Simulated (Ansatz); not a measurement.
# AlGeH4NO: the cost of one run

Computed with Ansatz 0.2.0, Gaussian basis. Level: the settings change from run to run.

### 1 The geometry

An earlier PBE0-D4 in a triple-zeta def2 set relaxation fixed the geometry.

SMILES `[NH2][Al]1[O][GeH2]1`, 8 atoms, charge 0, spin multiplicity 1.

Atoms are counted from 1 here; the program's logs count them from 0.

Bond lengths: N1–Al2 1.753 Å, N1–H5 1.008 Å, N1–H6 1.006 Å, Al2–O3 1.703 Å, Al2–Ge4 2.320 Å, O3–Ge4 1.877 Å, Ge4–H7 1.545 Å, Ge4–H8 1.545 Å. Angles: Al2–N1–H5 124.7°, Al2–N1–H6 124.6°, H5–N1–H6 110.7°, N1–Al2–O3 138.4°, N1–Al2–Ge4 168.6°, O3–Al2–Ge4 53.0°, Al2–O3–Ge4 80.6°, Al2–Ge4–O3 46.4°, Al2–Ge4–H7 125.9°, Al2–Ge4–H8 125.9°, O3–Ge4–H7 110.3°, O3–Ge4–H8 110.3°, H7–Ge4–H8 107.4°.

### 2 B97/x2c-TZVPPall

This run has atoms shaken by 0.15 Å.

in.yaml

```yaml
crystal:
  periodic: [false, false, false]
  atoms:
    - {symbol: N, position_ang: [-0.726154, 2.061831, -0.211686]}
    - {symbol: Al, position_ang: [-0.337404, 0.390963, 0.059793]}
    - {symbol: O, position_ang: [1.113260, -0.310359, 1.110185]}
    - {symbol: Ge, position_ang: [0.453330, -1.944192, -0.070434]}
    - {symbol: H, position_ang: [-0.111903, 2.914455, 0.081387]}
    - {symbol: H, position_ang: [-1.683964, 2.220866, -0.996670]}
    - {symbol: H, position_ang: [1.503546, -2.332302, -0.627702]}
    - {symbol: H, position_ang: [-0.092759, -2.722716, 1.574430]}
basis:
  gaussian: {orbitals: x2c-TZVPPall}
hamiltonian: {xc: {name: B97}}
output: {forces: true}
```

The run is started by

```console
> ansatz run in.yaml --threads 2 --pin off --events-out ev --progress --plain --max-ram 4352MiB
```

What time and memory should one allow on 2 threads of Arm Neoverse V1, shared host?

About 14 s, with a peak of 0.59 GiB.
